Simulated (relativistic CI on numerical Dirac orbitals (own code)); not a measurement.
# Co³⁺: 2p photoemission multiplets

Aim: the 2p photoemission spectrum of Co³⁺ in 4 surroundings, from the same atomic integrals.

Method: Dirac-Coulomb-Breit CI, KLI orbitals optimised for each configuration, model QED (radiative potential, 1s self-energy scaled to tabulated hydrogen-like ionisation energies), valence Slater integrals scaled by 0.8, multiplet model of photoemission in the sudden approximation. Code: relativistic CI on numerical Dirac orbitals (own code) version 1.

**1. Starting point**

```
ion            : Co³⁺ (Co IV)
nuclear charge : 27
electrons      : 24
configurations : [Ar] 3d6 → [He] 2s2 2p5 3s2 3p6 3d6
temperature    : 80 K
widths         : Lorentz 0.5 eV, Gauss 0.6 eV
surrounding 1  : free ion
surrounding 2  : D3d, 10Dq = 21050, Dsigma = -1200, Dtau = 100 cm⁻¹
surrounding 3  : D3d, 10Dq = 21050, Dsigma = -720, Dtau = 100 cm⁻¹
surrounding 4  : D3d, 10Dq = 21050, Dsigma = -240, Dtau = 100 cm⁻¹
```

**2. Surrounding 1: free ion**

Settings, as recorded:

```ini
atom Co  Z=27  charge=3  electrons=24
nucleus A=59  rms_radius_fm=3.7875
hamiltonian dirac-coulomb  breit=on  qed=on  c_scale=1
orbitals kli  potential=per-configuration
slater_scale 0.8
correlation none
mixing on
configurations
  [Ar] 3d6
  [He] 2s2 2p5 3s2 3p6 3d6
end
photoemission 2p T=80 lorentz=0.5 gauss=0.6
crystal_field free
```

Main fields of the result record, rounded:

```text
status: converged
curve, one point in 5 above 2 % of the maximum [energy, intensity] [eV; 1/eV]:
  - [832, 0.003974]
  - [832.5, 0.005751]
  - [833, 0.00936]
  - [833.5, 0.01926]
  - [834, 0.06465]
  - [834.5, 0.1839]
  - [835, 0.1202]
  - [835.5, 0.05408]
  - [836, 0.09503]
  - [836.5, 0.1826]
  - [837, 0.09599]
  - [837.5, 0.04267]
  - [838, 0.07027]
  - [838.5, 0.07253]
  - [839, 0.0405]
  - [839.5, 0.02246]
  - [840, 0.01878]
  - [840.5, 0.02718]
  - [841, 0.03772]
  - [841.5, 0.04347]
  - [842, 0.03544]
  - [842.5, 0.02078]
  - [843, 0.01249]
  - [843.5, 0.009375]
  - [844, 0.008635]
  - [844.5, 0.00759]
  - [845, 0.005416]
  - [849.6, 0.004172]
  - [850.1, 0.006181]
  - [850.6, 0.01232]
  - [851.1, 0.0394]
  - [851.6, 0.08689]
  - [852.1, 0.1044]
  - [852.6, 0.1273]
  - [853.1, 0.05555]
  - [853.6, 0.05935]
  - [854.1, 0.04413]
  - [854.6, 0.01968]
  - [855.1, 0.01158]
  - [855.6, 0.01]
  - [856.1, 0.01629]
  - [856.6, 0.01474]
  - [857.1, 0.006174]
  - [857.6, 0.004428]
sticks, the strongest [energy, strength] [eV, share]:
  - [834.6, 0.2222]
  - [836.06, 0.01846]
  - [836.51, 0.1576]
  - [836.64, 0.04503]
  - [838.17, 0.06785]
  - [838.49, 0.008152]
  - [838.75, 0.02969]
  - [840.75, 0.01417]
  - [841.23, 0.01298]
  - [841.73, 0.03257]
  - [851.58, 0.0812]
  - [852.48, 0.1472]
  - [853.76, 0.05916]
  - [856.35, 0.01799]
centroid [eV]: 842.2
spread [eV]: 7.72756
peak [eV]: 834.6
ground_S: 1.99832
radial 2p5 3d6 [Ha, bohr]: {"<r^-3>(2p)": 552.41, "<r^1>(2p)": 0.22126, "<r^2>(2p)": 0.060014, "<r^4>(2p)": 0.0072631, "zeta(2p)": 0.35494, "<r^-3>(3d)": 8.5095, "<r^1>(3d)": 0.82975, "<r^2>(3d)": 0.84813, "<r^4>(3d)": 1.4977, "F2(3d,3d)": 0.52625, "F4(3d,3d)": 0.33057, "F2(2p,3d)": 0.31528, "G1(2p,3d)": 0.2427, "G3(2p,3d)": 0.13809, "zeta(3d)": 0.003759}
```

Wall time 1.1 s (1 thread, shared host).

**3. Surrounding 2: D3d, 10Dq = 21050, Dsigma = -1200, Dtau = 100**

Settings: those of step 2 with these lines changed.

```diff
@@ -12,2 +12,2 @@
 photoemission 2p T=80 lorentz=0.5 gauss=0.6
-crystal_field free
+crystal_field D3d 10Dq=21050 Dsigma=-1200 Dtau=100
```

Main fields:

```text
status: converged
curve, one point in 7 above 2 % of the maximum [energy, intensity] [eV; 1/eV]:
  - [834.6, 0.007728]
  - [835.3, 0.01556]
  - [836, 0.05027]
  - [836.7, 0.2813]
  - [837.4, 0.292]
  - [838.1, 0.07791]
  - [838.8, 0.02898]
  - [839.5, 0.02564]
  - [840.2, 0.02847]
  - [840.9, 0.03296]
  - [841.6, 0.03425]
  - [842.3, 0.01761]
  - [843, 0.01215]
  - [843.7, 0.009861]
  - [850.5, 0.009009]
  - [851.2, 0.02937]
  - [851.9, 0.1536]
  - [852.6, 0.09053]
  - [853.3, 0.04441]
  - [854, 0.04447]
  - [854.7, 0.02152]
  - [855.4, 0.02321]
  - [856.1, 0.01675]
sticks, the strongest [energy, strength] [eV, share]:
  - [836.86, 0.1074]
  - [836.9, 0.06523]
  - [836.91, 0.03918]
  - [836.92, 0.0643]
  - [836.96, 0.04288]
  - [837.43, 0.08215]
  - [837.48, 0.05728]
  - [852.12, 0.2114]
centroid [eV]: 842.806
spread [eV]: 7.26557
peak [eV]: 837.0
ground_S: 0.0295722
```

Wall time 1.3 s (1 thread, shared host).

**4. Surrounding 3: D3d, 10Dq = 21050, Dsigma = -720, Dtau = 100**

Settings: those of step 3 with these lines changed.

```diff
@@ -12,2 +12,2 @@
 photoemission 2p T=80 lorentz=0.5 gauss=0.6
-crystal_field D3d 10Dq=21050 Dsigma=-1200 Dtau=100
+crystal_field D3d 10Dq=21050 Dsigma=-720 Dtau=100
```

Main fields:

```text
status: converged
curve, one point in 7 above 2 % of the maximum [energy, intensity] [eV; 1/eV]:
  - [834.6, 0.007744]
  - [835.3, 0.0156]
  - [836, 0.05053]
  - [836.7, 0.2825]
  - [837.4, 0.2925]
  - [838.1, 0.07684]
  - [838.8, 0.02876]
  - [839.5, 0.02554]
  - [840.2, 0.02864]
  - [840.9, 0.03286]
  - [841.6, 0.03404]
  - [842.3, 0.0177]
  - [843, 0.0122]
  - [843.7, 0.009859]
  - [850.5, 0.009122]
  - [851.2, 0.02985]
  - [851.9, 0.1557]
  - [852.6, 0.08819]
  - [853.3, 0.0447]
  - [854, 0.04449]
  - [854.7, 0.02125]
  - [855.4, 0.02346]
  - [856.1, 0.01651]
sticks, the strongest [energy, strength] [eV, share]:
  - [836.87, 0.1214]
  - [836.89, 0.1]
  - [836.92, 0.04947]
  - [836.94, 0.06126]
  - [837.42, 0.09029]
  - [837.44, 0.07859]
  - [852.11, 0.214]
  - [854.01, 0.02493]
centroid [eV]: 842.804
spread [eV]: 7.2655
peak [eV]: 837.0
ground_S: 0.029463
```

Wall time 1.2 s (1 thread, shared host).

**5. Surrounding 4: D3d, 10Dq = 21050, Dsigma = -240, Dtau = 100**

Settings: those of step 4 with these lines changed.

```diff
@@ -12,2 +12,2 @@
 photoemission 2p T=80 lorentz=0.5 gauss=0.6
-crystal_field D3d 10Dq=21050 Dsigma=-720 Dtau=100
+crystal_field D3d 10Dq=21050 Dsigma=-240 Dtau=100
```

Main fields:

```text
status: converged
curve, one point in 7 above 2 % of the maximum [energy, intensity] [eV; 1/eV]:
  - [834.6, 0.00774]
  - [835.3, 0.01558]
  - [836, 0.05054]
  - [836.7, 0.2819]
  - [837.4, 0.2933]
  - [838.1, 0.07696]
  - [838.8, 0.02881]
  - [839.5, 0.02556]
  - [840.2, 0.02867]
  - [840.9, 0.03279]
  - [841.6, 0.03395]
  - [842.3, 0.01771]
  - [843, 0.01223]
  - [843.7, 0.009851]
  - [850.5, 0.009121]
  - [851.2, 0.02974]
  - [851.9, 0.1555]
  - [852.6, 0.0881]
  - [853.3, 0.0451]
  - [854, 0.04443]
  - [854.7, 0.0213]
  - [855.4, 0.02352]
  - [856.1, 0.01641]
sticks, the strongest [energy, strength] [eV, share]:
  - [836.87, 0.1494]
  - [836.89, 0.06556]
  - [836.92, 0.04522]
  - [836.93, 0.07072]
  - [837.42, 0.08837]
  - [837.43, 0.09315]
  - [852.11, 0.2152]
  - [853.42, 0.02968]
centroid [eV]: 842.803
spread [eV]: 7.26564
peak [eV]: 837.0
ground_S: 0.0295441
```

Run time: 1.3 s. Hardware: 1 thread, shared host.

**6. Comparison**

| surrounding | ground S | centroid (eV) | spread (eV) | up to four highest peaks (% of the highest), eV |
| --- | --- | --- | --- | --- |
| 1: free | 2.00 | 842.20 | 7.73 | 834.6 (100), 836.5 (95), 838.3 (42), 852.5 (70) |
| 2: D3d | 0.03 | 842.81 | 7.27 | 837.0 (100), 841.3 (11), 852.1 (50), 853.6 (13) |
| 3: D3d | 0.03 | 842.80 | 7.27 | 837.0 (100), 841.3 (10), 852.1 (51), 853.6 (13) |
| 4: D3d | 0.03 | 842.80 | 7.27 | 837.0 (100), 841.3 (10), 852.1 (51), 853.5 (13) |

**7. Outcome**

| quantity | value |
| --- | --- |
| highest peak, first run | 834.6 eV |
| ground spin (effective S from ⟨S²⟩) | 0.03 to 2.00 |

**Reading.** The ground spin changes between the runs (2.00 to 0.03), and the line shape with it. The position of the maximum differs by up to 2.4 eV between the surroundings, by shifts of peaks or by peaks exchanging rank. Energies are those of the free ion without screening by ligands; binding energies in solids differ by tens of eV.
